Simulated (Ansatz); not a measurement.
# NiCl3 (ReO3 type): equation of state and elastic constants

The task here is to estimate one member of a computed series from the others.

Computed with Ansatz 0.2.0 (DFT PBEsol, scalar-relativistic, plane waves, PAW, unless a step's input says otherwise).

## The starting structure

The structure is cubic, space group Pm-3m (No. 221). The conventional cell has a = 4.519 Å, b = 4.519 Å, c = 4.519 Å, α = 90.00°, β = 90.00°, γ = 90.00°. Around Ni (site symmetry m-3m) lie 6 Cl at 2.26 Å. Around Cl (site symmetry 4/mmm) lie 2 Ni at 2.26 Å.

As a file:

```
CELL_PARAMETERS angstrom
4.51950 0.00000 0.00000
0.00000 4.51950 0.00000
0.00000 0.00000 4.51950
ATOMIC_POSITIONS crystal
Ni 0.00000 0.00000 0.00000
Cl 0.50000 0.00000 0.00000
Cl 0.00000 0.00000 0.50000
Cl 0.00000 0.50000 0.00000
```

An earlier run at PBEsol left this cell at 23.079 Å³/atom and -0.01 GPa (6×6×6 mesh).

Volume factors to run: 0.980, 1.020, 0.960, 1.040.

Set-up of the first run:

input.yaml reads:

```yaml
crystal:
  lattice:
    - [4.4891626581, 0.0, 0.0]
    - [0.0, 4.4891626581, 0.0]
    - [0.0, 0.0, 4.4891626581]
  atoms:
    - { symbol: Ni, position: [0.0, 0.0, 0.0], spin: 0.08 }
    - { symbol: Cl, position: [0.5, 0.0, 0.0] }
    - { symbol: Cl, position: [0.0, 0.0, 0.5] }
    - { symbol: Cl, position: [0.0, 0.5, 0.0] }
basis:
  ecutwfc: 420
  ecutrho_ratio: 4
kpoints:
  mp_grid: { grid: [6, 6, 6] }
hamiltonian:
  xc: pbesol
scf:
  occupations: { method: gaussian, width: 0.05 }
output:
  forces: true
  stress: true
  eigenvalues: true
  populations: true
magnetization:
  spin_polarized: true
```

Steps of the session up to this table: Scaling the volume by 0.980; At 1.020 of the relaxed volume; At 0.960 of the relaxed volume; Scaling the volume by 1.040.

One table of the session follows, with a row left open; its other results are not shown here.

| volume (Å³/atom) | energy (meV/atom) | pressure (GPa) | moment of atom 1 (μB) |
| --- | --- | --- | --- |
| 22.155 | 7.00 | 2.56 | 0.05 |
| 22.617 | ? | ? | ? |
| 23.079 | 0.00 | -0.01 | 0.08 |
| 23.540 | 1.65 | -1.08 | 0.10 |
| 24.002 | 6.24 | -2.02 | 0.13 |

Estimate the missing values for volume (Å³/atom) = 22.617.

Worked estimate for «energy (meV/atom)». A straight line through the neighbours (22.155, 7.00) and (23.079, 0.00) gives 7.00 + (0.00 − 7.00) × (22.617 − 22.155) / (23.079 − 22.155) = 3.50; a parabola fitted to 3 rows on both sides gives 1.78.

As computed: energy (meV/atom): 1.65; pressure (GPa): 1.20; moment of atom 1 (μB): 0.06. In «energy (meV/atom)» the line misses by +1.85 and the parabola by +0.13.

volume (Å³/atom), energy (meV/atom) and a bar:
```
    22.16        7.0 ##############################
    22.62        1.6 #######
    23.08        0.0 
    23.54        1.6 #######
    24.00        6.2 ###########################
```
